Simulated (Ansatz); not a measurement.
# Ge2Sb2Se: the cost of one run

Computed with Ansatz 0.2.0 (DFT PBE, scalar-relativistic, plane waves, PAW, unless a step's input says otherwise).

**1. The structure to begin with**

It takes space group P4/mmm (No. 123, tetragonal). Conventional cell: a = 4.445 Å, b = 4.445 Å, c = 6.246 Å, α = 90.00°, β = 90.00°, γ = 90.00°. Ge (site symmetry 4mm) is surrounded by 1 Se at 1.87 Å. Around Sb (site symmetry 4mm) lie 2 Sb at 3.00 to 3.25 Å and 4 Ge at 3.16 Å. Around Se (site symmetry 4/mmm) lie 2 Ge at 1.87 Å.

Structure file:

```
CELL_PARAMETERS angstrom
4.44472 0.00000 0.00000
0.00000 4.44472 0.00000
0.00000 0.00000 6.24612
ATOMIC_POSITIONS crystal
Ge 0.50000 0.50000 0.20100
Ge 0.50000 0.50000 0.79900
Sb 0.00000 0.00000 0.74003
Sb 0.00000 0.00000 0.25997
Se 0.50000 0.50000 0.50000
```

Recipe of the guess: random cell by space group and Wyckoff sites (P4/mmm, No. 123). The dimensions are guesses.

**2. The guess as it stands, on a coarse mesh**

input.yaml

```yaml
crystal:
  lattice:
    - [4.44472259, 0.0, 0.0]
    - [0.0, 4.44472259, 0.0]
    - [0.0, 0.0, 6.24611828]
  atoms:
    - { symbol: Ge, position: [0.5, 0.5, 0.20099766] }
    - { symbol: Ge, position: [0.5, 0.5, 0.79900234] }
    - { symbol: Sb, position: [0.0, 0.0, 0.740032] }
    - { symbol: Sb, position: [0.0, 0.0, 0.259968] }
    - { symbol: Se, position: [0.5, 0.5, 0.5] }
basis:
  ecutwfc: 420
kpoints:
  mp_grid: { grid: [4, 4, 4] }
hamiltonian:
  xc: pbe
scf:
  occupations: { method: gaussian, width: 0.1 }
  lower_state_search: "off"
output:
  forces: true
  stress: true
  eigenvalues: true
```

The run is started by

```console
$ ansatz run input.yaml --threads 1 --pin off --max-ram 2560MiB --backend cpu --events-out ev --progress --plain --runs-dir out
```

**Question.** How long does this run take on 1 thread of Intel Xeon Platinum 8259CL at 2.50GHz (Skylake/Cascade Lake), shared host, and how much memory does it need?

About 10 s, with a peak of 0.48 GiB.
